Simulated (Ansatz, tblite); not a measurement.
# Cyclo-(H2GeS)2 (Ge₂H₄S₂): one state, many levels

Aim: run the singlet of cyclo-(H2GeS)2 (Ge₂H₄S₂) at one geometry on many levels, and compare frontier levels, spin and run time.

The runs use Ansatz 0.2.0, Gaussian basis; as each input shows.

Levels to be run: GFN1-xTB, GFN2-xTB, PBE-D4/def2-TZVP, r2SCAN-D4/def2-TZVP, LC-ωPBE/def2-TZVP, r2SCANh-D4/def2-TZVP, CAM-B3LYP-D4/def2-TZVP, BHLYP-D4/def2-TZVP, B97M-V/def2-TZVP, r2SCAN0-D4/def2-TZVP, HF/def2-TZVP, PBE-D4/def2-SVP, PBE0-D4/def2-SVP, HF/STO-3G, PBE0-D4/def2-TZVPD, PBE-D4/def2-TZVPD, r2SCAN-D4/def2-TZVPD, CCSD(T)/def2-TZVP, RPA/def2-TZVP.

### Step 1. The relaxed structure

The singlet was relaxed beforehand with PBE0-D4/def2-SVP.

8 atoms, charge 0, spin multiplicity 1.

Bond lengths: Ge1–H2 1.538 Å, Ge1–H3 1.538 Å, Ge1–S4 2.243 Å, Ge1–S8 2.243 Å, S4–Ge5 2.243 Å, Ge5–H6 1.538 Å, Ge5–H7 1.538 Å, Ge5–S8 2.243 Å. Angles: H2–Ge1–H3 111.3°, H2–Ge1–S4 111.9°, H2–Ge1–S8 111.9°, H3–Ge1–S4 111.9°, H3–Ge1–S8 111.9°, S4–Ge1–S8 97.2°, Ge1–S4–Ge5 82.8°, S4–Ge5–H6 111.9°, S4–Ge5–H7 111.9°, S4–Ge5–S8 97.2°, H6–Ge5–H7 111.3°, H6–Ge5–S8 111.9°, H7–Ge5–S8 111.9°, Ge1–S8–Ge5 82.8°.

PBE0-D4/def2-TZVP was run before; its log isn't repeated, and its numbers join the tables.

### Step 2. GFN1-xTB

Tight binding, by tblite at 300 K electronic temperature and without a spin-polarisation term:

```python
tblite.interface.Calculator('GFN1-xTB', numbers, positions, charge=0, uhf=0).singlepoint()
```

Energy -354.1320 eV, HOMO -11.50 eV, LUMO -5.67 eV; 0.009 s.

### Step 3. GFN2-xTB

Tight binding, by tblite at 300 K electronic temperature and without a spin-polarisation term:

```python
tblite.interface.Calculator('GFN2-xTB', numbers, positions, charge=0, uhf=0).singlepoint()
```

Energy -339.5002 eV, HOMO -10.81 eV, LUMO -6.81 eV; 0.006 s.

### Step 4. PBE-D4/def2-TZVP

start.molden holds the orbitals of an earlier run on this state, given as this run's starting guess.

Contents of in.yaml:

```yaml
crystal:
  periodic: [false, false, false]
  atoms:
    - {symbol: Ge, position_ang: [1.427237, 0.044445, 0.400980]}
    - {symbol: H, position_ang: [2.142475, -1.069879, 1.182908]}
    - {symbol: H, position_ang: [2.381893, 1.208929, 0.089116]}
    - {symbol: S, position_ang: [-0.430011, 0.742092, 1.448340]}
    - {symbol: Ge, position_ang: [-1.427215, -0.044233, -0.401074]}
    - {symbol: H, position_ang: [-2.379385, -1.210352, -0.087650]}
    - {symbol: H, position_ang: [-2.145297, 1.068286, -1.182936]}
    - {symbol: S, position_ang: [0.430302, -0.739296, -1.449673]}
basis:
  gaussian: {orbitals: def2-TZVP, initial_orbitals: start.molden}
hamiltonian: {xc: pbe, dispersion: d4}
scf: {omitted_lower_state_checks: [starts]}
output: {forces: true, orbitals: {seedname: orbitals}}
```

Launch:

```
$ ansatz run in.yaml --threads 2 --pin off --events-out ev --progress --plain --max-ram 32768MiB --backend cpu
```

The runs that follow: r2SCAN-D4/def2-TZVP; LC-ωPBE/def2-TZVP; r2SCANh-D4/def2-TZVP; CAM-B3LYP-D4/def2-TZVP; BHLYP-D4/def2-TZVP; B97M-V/def2-TZVP; r2SCAN0-D4/def2-TZVP; HF/def2-TZVP; PBE-D4/def2-SVP; PBE0-D4/def2-SVP; HF/STO-3G; PBE0-D4/def2-TZVPD; PBE-D4/def2-TZVPD; r2SCAN-D4/def2-TZVPD; CCSD(T)/def2-TZVP; RPA/def2-TZVP.

Q: Predict the results of all the runs planned. Wanted: gap in def2-TZVP, named functionals and Hartree-Fock, smallest and largest; correlation energy, CCSD(T)/def2-TZVP; binding an atom, CCSD(T)/def2-TZVP; PBE0 total energy, smallest basis above largest.

As calculated:

```
                                                                  quantity                            value
gap in def2-TZVP, named functionals and Hartree-Fock, smallest and largest  4.10 eV (PBE-D4), 12.27 eV (HF)
                                     correlation energy, CCSD(T)/def2-TZVP                        -24.74 eV
                                        binding an atom, CCSD(T)/def2-TZVP                         2.833 eV
                           PBE0 total energy, smallest basis above largest  21.87 eV (def2-SVP, def2-TZVPD)
```

**Reading.** Over the named functionals and Hartree-Fock in def2-TZVP the gap runs from 4.10 eV (PBE-D4) to 12.27 eV (HF); exact exchange widens it. A small miss in a minimal or small basis is a cancelling of errors, not accuracy. The functionals in def2-TZVP miss CCSD(T)/def2-TZVP by +0.006 (BHLYP-D4) to +0.181 eV (B97M-V) an atom. The reference is CCSD(T) in one finite basis, so it carries an error of its own, often a tenth of an eV or more, and near misses can't be ranked.
